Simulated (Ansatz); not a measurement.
**C2H9AlOSi: up Jacob's ladder to CCSD(T)**

Aim: compute C2H9AlOSi with functionals from several rungs and with coupled cluster. The yardstick is the atomisation energy at the CCSD(T) limit.

Method: functionals in def2-TZVPP, the program's frozen cores in correlated methods; program: Ansatz 0.2.0, Gaussian basis.

Plan: LDA (SPW92), PBE-D4, revPBE-D4, BLYP-D4, r2SCAN-D4, B97M-V, PBE0-D4, B3LYP-D4, r2SCANh-D4, r2SCAN0-D4, HSE06-D4, BHLYP-D4, CAM-B3LYP-D4, LC-ωPBE, ωB97X-V, ωB97M-V, B2PLYP, PBE-QIDH; CCSD(T)/def2-SVP; CCSD(T)/def2-TZVPP; MP2/def2-QZVPP; extrapolation to the limit; RPA on PBE.

## Step 1: The relaxed structure

All runs share one geometry, relaxed beforehand with PBE0-D4 in a triple-zeta def2 set.

SMILES `C[C](O)([AlH2])[SiH3]`, 14 atoms, charge 0, spin multiplicity 1.

Atoms are counted from 1 here; the program's logs count them from 0.

Bond lengths: C1–C2 1.527 Å, C1–H6 1.095 Å, C1–H7 1.094 Å, C1–H8 1.099 Å, C2–O3 1.442 Å, C2–Al4 1.981 Å, C2–Si5 1.893 Å, O3–H9 0.965 Å, Al4–H10 1.590 Å, Al4–H11 1.583 Å, Si5–H12 1.494 Å, Si5–H13 1.492 Å, Si5–H14 1.489 Å. Angles: C2–C1–H6 111.3°, C2–C1–H7 111.5°, C2–C1–H8 111.6°, H6–C1–H7 108.1°, H6–C1–H8 106.9°, H7–C1–H8 107.2°, C1–C2–O3 111.3°, C1–C2–Al4 112.8°, C1–C2–Si5 111.2°, O3–C2–Al4 106.4°, O3–C2–Si5 107.6°, Al4–C2–Si5 107.1°, C2–O3–H9 108.7°, C2–Al4–H10 116.8°, C2–Al4–H11 121.6°, H10–Al4–H11 121.6°, C2–Si5–H12 108.2°, C2–Si5–H13 110.3° and more.

## Step 2: LDA

This LDA is Slater exchange with PW92 correlation.

Input file in.yaml:

```yaml
crystal:
  periodic: [false, false, false]
  atoms:
    - {symbol: C, position_ang: [-1.459855, 0.416827, 0.289073]}
    - {symbol: C, position_ang: [0.051604, 0.345200, 0.081340]}
    - {symbol: O, position_ang: [0.735102, 1.350073, 0.857562]}
    - {symbol: Al, position_ang: [0.582488, 0.637685, -1.805091]}
    - {symbol: Si, position_ang: [0.735773, -1.342123, 0.597786]}
    - {symbol: H, position_ang: [-1.844792, 1.417049, 0.065626]}
    - {symbol: H, position_ang: [-1.986448, -0.299955, -0.347782]}
    - {symbol: H, position_ang: [-1.737353, 0.192087, 1.328377]}
    - {symbol: H, position_ang: [0.549676, 1.197477, 1.791723]}
    - {symbol: H, position_ang: [-0.038589, -0.350063, -2.885572]}
    - {symbol: H, position_ang: [1.592560, 1.785751, -2.213492]}
    - {symbol: H, position_ang: [0.698854, -1.425169, 2.088642]}
    - {symbol: H, position_ang: [2.153538, -1.481850, 0.156114]}
    - {symbol: H, position_ang: [-0.045657, -2.472288, 0.024696]}
basis:
  gaussian: {orbitals: def2-TZVPP}
hamiltonian: {xc: lda}
output: {orbitals: {seedname: orbitals}}
```

On the command line:

```
> ansatz run in.yaml --threads 4 --pin off --events-out ev --progress --plain --max-ram 10444MiB
```

After this run come: PBE-D4 (GGA); revPBE-D4 (GGA); BLYP-D4 (GGA); r2SCAN-D4 (meta-GGA); B97M-V (meta-GGA); B3LYP-D4 (hybrid); r2SCANh-D4 (hybrid); r2SCAN0-D4 (hybrid); HSE06-D4 (hybrid); BHLYP-D4 (hybrid); CAM-B3LYP-D4 (range-separated); LC-ωPBE (range-separated); ωB97X-V (range-separated); ωB97M-V (range-separated); B2PLYP (double hybrid); PBE-QIDH (double hybrid); CCSD(T) in def2-SVP; CCSD(T) in def2-TZVPP; MP2 in def2-QZVPP; RPA on PBE orbitals.

Before running them: what should the planned runs give, taken together? Wanted: atomisation energy, CCSD(T)/CBS; farthest beyond LDA; mean size of error, GGA; mean size of error, meta-GGA; mean size of error, hybrid; mean size of error, range-separated; mean size of error, double hybrid; gap, smallest and largest; T1 diagnostic.

The runs gave:

| quantity | value |
| --- | --- |
| atomisation energy, CCSD(T)/CBS | 4656.8 kJ/mol |
| functionals within 23.3 kJ/mol (0.5 %) | PBE-D4, r2SCAN-D4, B97M-V, B3LYP-D4, CAM-B3LYP-D4, ωB97X-V, ωB97M-V |
| farthest beyond LDA | BHLYP-D4 (-115.7 kJ/mol) |
| mean size of error, GGA | 43.1 kJ/mol |
| mean size of error, meta-GGA | 11.2 kJ/mol |
| mean size of error, hybrid | 46.0 kJ/mol |
| mean size of error, range-separated | 16.7 kJ/mol |
| mean size of error, double hybrid | 63.8 kJ/mol |
| gap, smallest and largest | 3.31 eV (LDA (SPW92)), 10.17 eV (LC-ωPBE) |
| T1 diagnostic | 0.0118 |
| triples share of the correlation energy | 3.6 % |

The LDA atomisation energy is off by 593.7 kJ/mol (13 %): it overbinds. PBE-D4 misses by +22.5 kJ/mol. Double hybrids carry the basis error of their MP2 part in triple zeta, and no dispersion term here, so their miss is partly the set-up's. The rungs meta-GGA, range-separated miss on average by less than the doubt on the reference (23.3 kJ/mol), so they tie. The reference freezes the cores and leaves out relativity and excitations past (T), so misses under about 23.3 kJ/mol can't be ranked. Hartree-Fock recovers 73 % of the binding; the rest is correlation. CCSD(T) in def2-SVP is off by -251.9 kJ/mol, worse than the median functional, from the basis alone. Orbital gaps span 3.3 to 10.2 eV; exact exchange widens them.
